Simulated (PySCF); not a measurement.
# GeTe (SMILES [Ge][Te]): B2PLYP/STO-3G

What is the vertical singlet–triplet gap of GeTe at B2PLYP/STO-3G? The job is set up through a Python script.

The results are computed with PySCF 2.14.0.

8 further runs of the same task are left out: 8 set aside as unsound or not needed.

**1. Starting point**

The species is GeTe (2 atoms), meant as a singlet with charge 0. SMILES: `[Ge][Te]`. The bond length is the measured one.

Bond lengths: Ge1–Te2 2.340 Å.

**2. The energy at B2PLYP/STO-3G**

The input, calc.py:

```python
from pyscf import gto, dft, mp

mol = gto.M(
    atom='''
Ge     0.000000     0.000000     0.000000
Te     0.000000     0.000000     4.422271
''',
    max_memory=1860,
    verbose=4,
    basis='sto-3g',
    unit='bohr',
)

mf = dft.RKS(mol)
mf.xc = '0.53*HF + 0.47*B88, 0.73*LYP'
mf.grids.level = 5
mf.conv_tol = 1e-10
mf.kernel()
if not mf.converged:
    mf = mf.newton().run(mf.mo_coeff, mf.mo_occ)

pt = mp.MP2(mf, frozen=27).run()
energy = mf.e_tot + 0.27 * pt.e_corr
print('PT2 part  %.8f' % (0.27 * pt.e_corr))
print('Final energy', energy)
```

Started as:

```console
$ OMP_NUM_THREADS=1 python calc.py
```

The program printed:

```text
PySCF version 2.14.0

[INPUT] num. atoms = 2
[INPUT] num. electrons = 84
[INPUT] charge = 0
[INPUT] spin (= nelec alpha-beta = 2S) = 0
[INPUT] symmetry False subgroup None
[INPUT] Mole.unit = bohr
[INPUT] Symbol           X                Y                Z      unit          X                Y                Z       unit  Magmom
[INPUT]  1 Ge     0.000000000000   0.000000000000   0.000000000000 AA    0.000000000000   0.000000000000   0.000000000000 Bohr   0.0
[INPUT]  2 Te     0.000000000000   0.000000000000   2.340165033712 AA    0.000000000000   0.000000000000   4.422271000000 Bohr   0.0

nuclear repulsion = 376.27725664031
number of shells = 19
number of NR pGTOs = 135
number of NR cGTOs = 45
basis = sto-3g
ecp = {}

******** <class 'pyscf.dft.rks.RKS'> ********
method = RKS
initial guess = minao
damping factor = 0
level_shift factor = 0
DIIS = <class 'pyscf.scf.diis.CDIIS'>
diis_start_cycle = 1
diis_space = 8
diis_damp = 0
SCF conv_tol = 1e-10
SCF conv_tol_grad = None
SCF max_cycles = 50
direct_scf = True
direct_scf_tol = 1e-13
XC library pyscf.dft.libxc version 7.0.0
    S. Lehtola, C. Steigemann, M. J.T. Oliveira, and M. A.L. Marques.,  SoftwareX 7, 1–5 (2018)
XC functionals = 0.53*HF + 0.47*B88, 0.73*LYP
    A. D. Becke.,  Phys. Rev. A 38, 3098 (1988)
    C. Lee, W. Yang, and R. G. Parr.,  Phys. Rev. B 37, 785 (1988)
    B. Miehlich, A. Savin, H. Stoll, and H. Preuss.,  Chem. Phys. Lett. 157, 200 (1989)
radial grids:
    Treutler-Ahlrichs [JCP 102, 346 (1995); DOI:10.1063/1.469408] (M4) radial grids

becke partition: Becke, JCP 88, 2547 (1988); DOI:10.1063/1.454033
pruning grids: <function nwchem_prune>
grids dens level: 5
symmetrized grids: False
atomic radii adjust function: <function treutler_atomic_radii_adjust>
small_rho_cutoff = 0
Set gradient conv threshold to 1e-05
Initial guess from minao.
tot grids = 91560
init E= -8578.96675645777
  HOMO = -0.65602066568429  LUMO = -0.453773864859942  gap/eV = 5.50342
cycle= 1 E= -8601.34929805173  delta_E= -22.4  |g|= 0.415  |ddm|= 2.17
  HOMO = -0.15693499394213  LUMO = 0.0383738915218976  gap/eV = 5.31463
cycle= 2 E= -8601.01328327912  delta_E= 0.336  |g|= 0.936  |ddm|=  2.6
  HOMO = -0.172888553821463  LUMO = 0.0673611250092828  gap/eV = 6.53753
cycle= 3 E= -8601.44829036321  delta_E= -0.435  |g|= 0.0204  |ddm|= 1.74
  HOMO = -0.186281407894606  LUMO = 0.0693080134647774  gap/eV = 6.95494
cycle= 4 E= -8601.44867837384  delta_E= -0.000388  |g|= 0.00554  |ddm|= 0.0773
  HOMO = -0.187510155105288  LUMO = 0.0683506415665401  gap/eV = 6.96233
cycle= 5 E= -8601.44870612209  delta_E= -2.77e-05  |g|= 0.000619  |ddm|= 0.024
  HOMO = -0.187542072661415  LUMO = 0.0684765121583115  gap/eV = 6.96662
cycle= 6 E= -8601.44870678406  delta_E= -6.62e-07  |g|= 0.000243  |ddm|= 0.00281
  HOMO = -0.187541955781948  LUMO = 0.0684420469197749  gap/eV = 6.96568
cycle= 7 E= -8601.4487069122  delta_E= -1.28e-07  |g|= 5.21e-05  |ddm|= 0.0019
  HOMO = -0.187552671765568  LUMO = 0.0684535072235631  gap/eV = 6.96628
cycle= 8 E= -8601.44870691368  delta_E= -1.48e-09  |g|= 1.32e-05  |ddm|= 0.000107
  HOMO = -0.187553503993486  LUMO = 0.0684541407051334  gap/eV = 6.96632
cycle= 9 E= -8601.44870691379  delta_E= -1.11e-10  |g|= 5.74e-07  |ddm|= 4.97e-05
  HOMO = -0.187553658114941  LUMO = 0.0684543447742641  gap/eV = 6.96633
cycle= 10 E= -8601.4487069138  delta_E= -1.27e-11  |g|= 2.75e-08  |ddm|= 1.93e-06
  HOMO = -0.187553669228469  LUMO = 0.06845435735859  gap/eV = 6.96633
Extra cycle  E= -8601.44870691381  delta_E= -1.27e-11  |g|= 3.71e-08  |ddm|= 1.37e-07
converged SCF energy = -8601.44870691381

******** <class 'pyscf.mp.mp2.RMP2'> ********
nocc = 15, nmo = 18
frozen orbitals 27
E(RMP2) = -8601.55516612908  E_corr = -0.106459215261803
E(SCS-RMP2) = -8601.55417579403  E_corr = -0.10546888021318
E_corr(same-spin) = -0.0257102055011347
E_corr(oppo-spin) = -0.0807490097606685
PT2 part  -0.02874399
Final energy -8601.477450901935
```

Wall time 2.1 s (1 thread of Arm Neoverse V2, shared host); peak memory 0.24 GiB.

**3. The triplet at the same level**

The input, run.py:

```python
from pyscf import gto, dft, mp

system = gto.M(
    atom=[
    ('Ge', (0.000000, 0.000000, 0.000000)),
    ('Te', (0.000000, 0.000000, 2.340165)),
],
    verbose=3,
    basis='sto-3g',
    spin=2,
    max_memory=1860,
)

ks = dft.UKS(system, xc='0.53*HF + 0.47*B88, 0.73*LYP')
ks.conv_tol = 1e-10
ks.grids.level = 5
ks.kernel()
if not ks.converged:
    ks = ks.newton().run(ks.mo_coeff, ks.mo_occ)

pt = mp.MP2(ks, frozen=27).run()
e_final = ks.e_tot + 0.27 * pt.e_corr
print('PT2 part  %.8f' % (0.27 * pt.e_corr))
print('E(%s) = %.9f' % ('B2PLYP', e_final))
```

Started as:

```console
$ OMP_NUM_THREADS=1 python run.py
```

The program printed:

```text
WARN: HOMO -0.453773865008171 >= LUMO -0.656020665116528

converged SCF energy = -8601.3501704445  <S^2> = 2.0471235  2S+1 = 3.0312529
E(UMP2) = -8601.4211324908  E_corr = -0.0709620463030531
E(SCS-UMP2) = -8601.42082232825  E_corr = -0.0706518837518509
PT2 part  -0.01915975
E(B2PLYP) = -8601.369330197
```

It took 4.2 s on 1 thread of Arm Neoverse V2, shared host; peak memory 0.26 GiB.

**4. Results**

Level: B2PLYP/STO-3G, 27 core orbitals frozen.

| quantity | value |
| --- | --- |
| singlet: total energy | -8601.47745 Eh |
| singlet: dipole moment (SCF part) | 2.52 D |
| singlet: HOMO energy (SCF part's orbitals) | -5.10 eV |
| singlet: LUMO energy (SCF part's orbitals) | 1.86 eV |
| singlet: HOMO–LUMO gap (SCF part's orbitals) | 6.97 eV |
| triplet: total energy | -8601.36933 Eh |
| triplet: dipole moment (SCF part) | 2.86 D |
| triplet: HOMO energy (SCF part's orbitals) (highest over α and β) | -2.61 eV |
| triplet: LUMO energy (SCF part's orbitals) (lowest over α and β) | -0.95 eV |
| triplet: ⟨S²⟩ | 2.047 |
| vertical energy of the triplet above the singlet | 2.942 eV |

In words: At this shape the triplet lies 2.94 eV (284 kJ/mol) above the singlet. In a minimal basis such a difference can be off by several eV, whatever the method. Relativity is left out (singlet) although the molecule holds a heavy atom. Relativity is left out (triplet) although the molecule holds a heavy atom.
